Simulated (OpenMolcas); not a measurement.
# Mo³⁺ among point charges: CASSCF and CASPT2 levels and susceptibility

How does a field of 6 point charges split the states of Mo³⁺, and what χT follows?

Program: OpenMolcas 26.06. Level of theory: state-averaged CASSCF and CASPT2, spin-orbit coupling by RASSI with atomic mean-field integrals. These are calculated values, not measurements, unless marked.

## (1) Starting point

| Item | Value |
| --- | --- |
| Species | Mo³⁺ (molybdenum, Z = 42, 39 electrons) |
| Basis | ANO-RCC-VDZP [6s5p3d1f], 43 functions |
| Scalar Hamiltonian | DKH2, point nucleus |
| Inactive shells | 1s 2s 2p 3s 3p 3d 4s 4p |
| Active space | 3 electrons in 5 orbitals (4d) |
| Some configurations of this space | 4d³ |
| Orbitals | optimised for each spin and parity, averaged over all roots |

The outer shells:

4d3
```
4d [↑ ][↑ ][↑ ][  ][  ]
```

The ion sits among 6 point charges of -1.7 e arranged as a trigonal antiprism (D3d), 2.2 Å from the ion, with a polar angle of 49.3° against the regular 54.74°.

Each step is its own input file, run in one work folder so that later steps find the files of earlier ones. Labels, J, g values, rates, χT and fits are worked out afterwards by a script from the matrices that RASSI stores. The input lists half of the charges; inversion (Group=XYZ) makes the rest.

## (2) GATEWAY and SEWARD: basis and integrals

Contents of a.inp:

```
&GATEWAY
Coord
1

Mo 0.0 0.0 0.0
Basis=ANO-RCC-VDZP
Group=XYZ
NoMove
AngMom=0.0 0.0 0.0
AMFI
XField
3 Angstrom 0
0.000000 1.666945 1.435721 -1.700000
1.443617 -0.833472 1.435721 -1.700000
1.443617 0.833472 -1.435721 -1.700000
&SEWARD
```

Run with:

```bash
$ OMP_NUM_THREADS=1 MOLCAS_MEM=1689 MOLCAS_PROJECT=a pymolcas a.inp > a.log
```

Standard output:

```text
Basis set label: MO.ANO-RCC...6S5P3D1F.

      Electronic valence basis set:
      ------------------
      Associated Effective Charge  42.000000 au
      Associated Actual Charge     42.000000 au
      Nuclear Model: Point charge

      Shell  nPrim  nBasis  Cartesian Spherical Contaminant
         s      21       6        X
         p      18       5        X
         d      13       3                 X
         f       6       1                 X
                  Relativistic Douglas-Kroll-Hess integrals:
                    - DKH order of Hamiltonian: 2
                    - DKH order of Properties : 0
                  Atomic mean-field integrals
```

## (3) CASSCF: quartets of even parity, 10 roots

Contents of a.inp:

```
&RASSCF
FileOrb=start.orb
Symmetry=1
Spin=4
nActEl=3 0 0
Inactive=9 9
Ras2=5 0
CIRoot=10 10 1
SDav=10
CIMx=300
Iter=120 100
PrWF=0.3
OrbListing=Nothing
MaxOrb=0
>>> COPY $Project.JobIph JOB001
```

start.orb holds the contracted functions of the basis, ordered by shell, or the orbitals of the step before.

Standard output (excerpt; [...] marks lines left out):

```text
[...]
      Number of active orbitals                  5
[...]
      Spin quantum number                      1.5
[...]
      Active orbitals                            5   0
[...]
      Number of CSFs                            10
      Number of root(s) required                10
[...]
      Convergence after 15 iterations
[...]
      Natural orbitals and occupation numbers for root  1
      sym 1:   0.996488   0.003512   1.000000   0.003512   0.996488
      Natural orbitals and occupation numbers for root  2
      sym 1:   0.831340   0.168660   0.168660   0.831340   1.000000
      Natural orbitals and occupation numbers for root  3
      sym 1:   0.831340   0.831340   1.000000   0.168660   0.168660
::    RASSCF root number  1 Total energy:  -4051.36003277
::    RASSCF root number  2 Total energy:  -4051.32461926
::    RASSCF root number  3 Total energy:  -4051.32461924
[...]
::    RASSCF root number  7 Total energy:  -4051.28943287
::    RASSCF root number  8 Total energy:  -4051.26169333
::    RASSCF root number  9 Total energy:  -4051.26169326
::    RASSCF root number 10 Total energy:  -4051.22243309
```

## (4) Reference wave functions, doublets of even parity, 40 roots

Contents of a.inp:

```
&RASSCF
FileOrb=start.orb
Symmetry=1
Spin=2
nActEl=3 0 0
Inactive=9 9
Ras2=5 0
CIRoot=40 40 1
SDav=40
CIMx=300
Iter=120 100
PrWF=0.3
OrbListing=Nothing
MaxOrb=0
>>> COPY $Project.JobIph JOB002
```

Run with:

```bash
$ OMP_NUM_THREADS=1 MOLCAS_MEM=1689 MOLCAS_PROJECT=a pymolcas a.inp > a.log
```

Standard output (excerpt; [...] marks lines left out):

```text
[...]
      Number of active orbitals                  5
[...]
      Spin quantum number                      0.5
[...]
      Active orbitals                            5   0
[...]
      Number of CSFs                            40
      Number of root(s) required                40
[...]
      Convergence after 19 iterations
[...]
      Natural orbitals and occupation numbers for root  1
      sym 1:   0.046819   0.025538   0.441099   1.488669   0.997875
      Natural orbitals and occupation numbers for root  2
      sym 1:   0.021043   0.049446   1.498180   0.453440   0.977892
      Natural orbitals and occupation numbers for root  3
      sym 1:   0.044254   0.021160   0.732277   1.026972   1.175337
::    RASSCF root number  1 Total energy:  -4051.29231781
::    RASSCF root number  2 Total energy:  -4051.29231776
::    RASSCF root number  3 Total energy:  -4051.28903460
[...]
::    RASSCF root number 27 Total energy:  -4051.19626317
::    RASSCF root number 28 Total energy:  -4051.19371222
::    RASSCF root number 29 Total energy:  -4051.19371215
::    RASSCF root number 30 Total energy:  -4051.19353370
```

## (5) RASSI: spin-orbit coupling between the states

Contents of a.inp:

```
&RASSI
NrOfJobIphs=2 10 40
1 2 3 4 5 6 7 8 9 10
1 2 3 4 5 6 7 8 9 10 11 12 13 14 15 16 17 18 19 20 21 22 23 24 25 26 27
28 29 30 31 32 33 34 35 36 37 38 39 40
IphNames
JOB001
JOB002
EJob
SpinOrbit
DIPRint=1.0
SOCoupling=1000.0
Subsets=2
Property=9
'ANGMOM' 1 'ANGMOM' 2 'ANGMOM' 3 'MLTPL  1' 1 'MLTPL  1' 2 'MLTPL  1' 3
'AMFI' 1 'AMFI' 2 'AMFI' 3
SOProperty=3
'ANGMOM' 1 'ANGMOM' 2 'ANGMOM' 3
```

Run with:

```bash
$ OMP_NUM_THREADS=1 MOLCAS_MEM=1689 MOLCAS_PROJECT=a pymolcas a.inp > a.log
```

Standard output:

```text
SPIN-FREE ENERGIES:
  (Shifted by EMIN (a.u.) =      -4051.3600327719)

 SF State       Relative EMIN(au)   Rel lowest level(eV)    D:o, cm**(-1)      L_eff

     1             0.0000000000        0.0000000000              0.0000         2.9
     2             0.0354135157        0.9636508538           7772.3683         2.9
     3             0.0354135316        0.9636512860           7772.3718         2.9
     4             0.0475056293        1.2926940265          10426.2805         3.0
     5             0.0601240983        1.6360600623          13195.7143         2.8
    11             0.0677149581        1.8426178803          14861.7155         3.8
    12             0.0677150160        1.8426194556          14861.7282         3.8
     6             0.0705998866        1.9211207841          15494.8841         2.8
     7             0.0705999038        1.9211212509          15494.8879         2.8
    13             0.0709981677        1.9319585647          15582.2967         4.1
    14             0.0709982433        1.9319606214          15582.3133         4.1
    15             0.0713653057        1.9419488971          15662.8742         3.5
    16             0.0883550055        2.4042621819          19391.6823         3.2
    17             0.0943393023        2.5671031926          20705.0836         3.8
     8             0.0983394373        2.6759524125          21583.0118         1.5
     9             0.0983395100        2.6759543900          21583.0277         1.5
    18             0.1012646076        2.7555503501          22225.0124         3.9
    19             0.1012647403        2.7555539618          22225.0416         3.9
    20             0.1019695289        2.7747322353          22379.7248         3.5
    21             0.1028258644        2.7980343124          22567.6687         3.7
    22             0.1028258755        2.7980346131          22567.6711         3.7
    23             0.1090370213        2.9670485023          23930.8601         4.0
    24             0.1090370776        2.9670500333          23930.8724         4.0
    25             0.1156085047        3.1458676741          25373.1339         4.4
    26             0.1209197781        3.2903947859          26538.8237         3.9
    27             0.1209198421        3.2903965278          26538.8378         3.9
    28             0.1282394736        3.4895738468          28145.3112         4.1
    29             0.1334104280        3.6302826843          29280.2045         3.1
    30             0.1334104874        3.6302843018          29280.2175         3.1
    10             0.1375996811        3.7442780684          30199.6393         1.4
    31             0.1388182577        3.7774372287          30467.0859         3.6
    32             0.1388182755        3.7774377134          30467.0898         3.6
    33             0.1500247239        4.0823807089          32926.6210         3.5
    34             0.1500247566        4.0823815993          32926.6282         3.5
    35             0.1550480441        4.2190722152          34029.1123         4.1
    36             0.1551094649        4.2207435604          34042.5926         3.2
    37             0.1637696026        4.4563979107          35943.2732         3.0
    38             0.1663205482        4.5258126789          36503.1410         3.5
    39             0.1663206234        4.5258147246          36503.1575         3.5
    40             0.1664990689        4.5306704728          36542.3218         3.3
Eigenvalues of complex Hamiltonian:
   -----------------------------------
  (Shifted by EMIN (a.u.) =      -4051.3600327719)

 SO State       Relative EMIN(au)   Rel lowest level(eV)    D:o, cm**(-1)     J-value

     1            -0.0010900628        0.0000000000              0.0000         2.8
     2            -0.0010900628        0.0000000000              0.0000         2.8
     3            -0.0007386496        0.0095624407             77.1263         2.7
     4            -0.0007386496        0.0095624407             77.1263         2.7
     5             0.0339471758        0.9534118350           7689.7850         3.0
     6             0.0339471758        0.9534118350           7689.7850         3.0
     7             0.0344664854        0.9675429687           7803.7603         3.2
     8             0.0344664854        0.9675429687           7803.7603         3.2
     9             0.0350735958        0.9840632848           7937.0057         3.1
    10             0.0350735958        0.9840632848           7937.0057         3.1
    11             0.0358713447        1.0057711362           8112.0913         2.9
    12             0.0358713447        1.0057711362           8112.0913         2.9
    13             0.0453974361        1.2649892899          10202.8267         1.6
    14             0.0453974361        1.2649892899          10202.8267         1.6
    15             0.0467726669        1.3024112260          10504.6550         2.0
    16             0.0467726669        1.3024112260          10504.6550         2.0
    17             0.0591788797        1.6400014735          13227.5039         2.1
    18             0.0591788797        1.6400014735          13227.5039         2.1
    19             0.0600344080        1.6632815855          13415.2707         1.9
    20             0.0600344080        1.6632815855          13415.2707         1.9
    21             0.0663644799        1.8355316165          14804.5609         2.7
    22             0.0663644799        1.8355316165          14804.5609         2.7
    23             0.0670321877        1.8537008720          14951.1058         2.6
    24             0.0670321877        1.8537008720          14951.1058         2.6
    25             0.0671575561        1.8571123194          14978.6210         2.7
    26             0.0671575561        1.8571123194          14978.6210         2.7
    27             0.0683002410        1.8882063588          15229.4114         2.8
    28             0.0683002410        1.8882063588          15229.4114         2.8
    29             0.0696958707        1.9261833789          15535.7167         2.9
    30             0.0696958707        1.9261833789          15535.7167         2.9
    31             0.0704251320        1.9460275882          15695.7710         2.6
    32             0.0704251320        1.9460275882          15695.7710         2.6
    33             0.0724268708        2.0004976782          16135.1019         2.9
    34             0.0724268708        2.0004976782          16135.1019         2.9
    35             0.0738976481        2.0405195671          16457.9002         3.0
    36             0.0738976481        2.0405195671          16457.9002         3.0
    37             0.0747116177        2.0626688087          16636.5459         2.9
    38             0.0747116177        2.0626688087          16636.5459         2.9
    39             0.0888629391        2.4477458799          19742.4019         2.9
    40             0.0888629391        2.4477458799          19742.4019         2.9
    41             0.0939745959        2.5868411463          20864.2809         2.5
Weights of the five most important spin-orbit-free states for each spin-orbit state.

 SO State  Total energy (au)           Spin-free states, spin, and weights
 -------------------------------------------------------------------------------------------------------
    1        -0.001090       1 1.5  0.9751    2 1.5  0.0103    3 1.5  0.0103   16 0.5  0.0023    4 1.5  0.0004
    2        -0.001090       1 1.5  0.9751    2 1.5  0.0103    3 1.5  0.0103   16 0.5  0.0023    4 1.5  0.0004
    3        -0.000739       1 1.5  0.9849    3 1.5  0.0044    2 1.5  0.0044    4 1.5  0.0038   21 0.5  0.0006
    4        -0.000739       1 1.5  0.9849    3 1.5  0.0044    2 1.5  0.0044    4 1.5  0.0038   21 0.5  0.0006
    5         0.033947       2 1.5  0.4920    3 1.5  0.4920    4 1.5  0.0029    7 1.5  0.0024    6 1.5  0.0024
    6         0.033947       2 1.5  0.4920    3 1.5  0.4920    4 1.5  0.0029    7 1.5  0.0024    6 1.5  0.0024
    7         0.034466       2 1.5  0.4765    3 1.5  0.4765    1 1.5  0.0195    6 1.5  0.0047    7 1.5  0.0047
    8         0.034466       2 1.5  0.4765    3 1.5  0.4765    1 1.5  0.0195    6 1.5  0.0047    7 1.5  0.0047
    9         0.035074       3 1.5  0.4827    2 1.5  0.4827    1 1.5  0.0090    6 1.5  0.0056    7 1.5  0.0056
   10         0.035074       3 1.5  0.4827    2 1.5  0.4827    1 1.5  0.0090    6 1.5  0.0056    7 1.5  0.0056
   11         0.035871       3 1.5  0.4915    2 1.5  0.4915    7 1.5  0.0030    6 1.5  0.0030   12 0.5  0.0021
   12         0.035871       3 1.5  0.4915    2 1.5  0.4915    7 1.5  0.0030    6 1.5  0.0030   12 0.5  0.0021
```

These steps: 11 s of run time, 1 thread of Arm Neoverse V2, shared host.

Spin-free states, with their symmetry labels:

```
state  degeneracy  E (cm-1)  free-ion L (%)
  4A2           1         0          F (97)
   4E           2      7772          F (96)
  4A1           1     10426         F (100)
  4A2           1     13196          F (88)
   2E           2     14862          G (56)
   4E           2     15495          F (88)
   2E           2     15582          G (44)
  2A2           1     15663          G (43)
  2A1           1     19392          D (48)
  2A1           1     20705          G (96)
   4E           2     21583          P (84)
   2E           2     22225          H (45)
  2A2           1     22380          G (36)
   2E           2     22568          H (35)
   2E           2     23931          G (57)
  2A1           1     25373          H (62)
   2E           2     26539          H (55)
  2A2           1     28145          H (65)
   2E           2     29280          H (28)
  4A2           1     30200          P (86)
   2E           2     30467          H (44)
   2E           2     32927          D (38)
  2A2           1     34029          H (61)
  2A1           1     34043          D (53)
```

With spin-orbit coupling:

```tsv
E (cm-1)	Degeneracy	Label	2S+1	g
0.0	2	E1/2	4	1.87 3.33 3.33
77.1	2	E3/2	4	0.00 0.00 5.60
7690	2	E1/2	4	2.62 2.84 2.84
7804	2	E1/2	4	0.71 3.16 3.16
7937	2	E3/2	4	0.00 0.00 3.25
8112	2	E1/2	4	0.28 0.28 6.50
10203	2	E3/2	4	0.00 0.00 3.37
10505	2	E1/2	4	0.93 3.68 3.68
13228	2	E1/2	4	3.16 3.36 3.36
13415	2	E3/2	4	0.00 0.00 8.58
14805	2	E1/2	2	0.75 0.75 3.38
14951	2	E3/2	2	0.00 0.00 3.42
14979	2	E1/2	2	0.95 0.95 2.48
15229	2	E1/2	4	0.20 0.20 3.22
15536	2	E3/2	4	0.00 0.00 2.42
15696	2	E1/2	2	1.08 1.08 2.84
16135	2	E1/2	4	1.08 1.73 1.73
16458	2	E3/2	2	0.00 0.00 3.92
16637	2	E1/2	4	2.81 2.81 3.71
19742	2	E1/2	2	1.17 1.52 1.52
20864	2	E1/2	2	1.07 1.07 5.17
21153	2	E1/2	4	0.85 1.25 1.25
21533	2	E3/2	4	0.00 0.00 2.80
21692	2	E1/2	4	1.08 2.11 2.11
```

The table of states holds 24 of 33 computed; the rest, higher up, is left out. Principal g values are given for doublets only; a zero marks a field direction without first-order Zeeman splitting.

Powder χT (cm³ K/mol): 0.82 at 2 K, 0.85 at 5 K, 0.90 at 10 K, 0.99 at 20 K, 1.21 at 50 K, 1.34 at 100 K, 1.39 at 150 K, 1.42 at 200 K, 1.44 at 250 K, 1.46 at 300 K.

[end of part 1 of 2]
